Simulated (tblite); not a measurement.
# C5H10N2S: the cost of one run

Computed with tblite 0.8.0 and PySCF 2.14.0, with density-fitted response routines of our own, on a single molecule in the gas phase. Atoms count from 0, in the outputs and in this text.

### 1 The starting structure

18 atoms, charge 0, multiplicity 1; geometry from: force field or distance geometry start.

Bonds of the start (Å): C0–N1 1.47, N1–C2 1.27, C2–C3 1.51, C3–S4 1.66, C3–N5 1.40, N5–C6 1.46, N5–C7 1.45, C0–H8 1.09, C0–H9 1.10, C0–H10 1.10, C2–H11 1.11, C6–H12 1.08, C6–H13 1.10, C6–H14 1.10, C7–H15 1.09, C7–H16 1.10, C7–H17 1.10.

### 2 Geometry optimisation with GFN2-xTB

The job: settings as JSON, then the geometry in Å.

```
{"job": {"kind": "relax", "xc": "GFN2-xTB", "basis": "xTB"}, "charge": 0, "multiplicity": 1}
C      2.988800     0.861900    -0.135300
N      1.778500     0.038200    -0.061900
C      0.871900     0.345400    -0.892400
C     -0.425200    -0.429100    -0.944400
S     -0.655700    -1.227100    -2.383600
N     -1.263900    -0.409400     0.181400
C     -0.928400     0.380200     1.364100
C     -2.430600    -1.255800     0.320400
H      3.871100     0.221700    -0.075000
H      3.002800     1.557800     0.715500
H      3.050000     1.440900    -1.064300
H      0.923200     1.177200    -1.618500
H     -0.304300     1.236700     1.134600
H     -0.404000    -0.270400     2.077000
H     -1.853900     0.761500     1.825000
H     -2.638700    -1.859900    -0.559800
H     -3.305600    -0.622800     0.514700
H     -2.284600    -1.940600     1.164200
```

Run with:

```bash
$ OMP_NUM_THREADS=1 python probes_run.py task.json out
```

This one command runs all jobs of the session in turn.

Q: Estimate the wall time and peak memory of this first job on 1 thread of Arm Neoverse N1, shared host.

About 1.8 s, with a peak of 0.18 GiB.
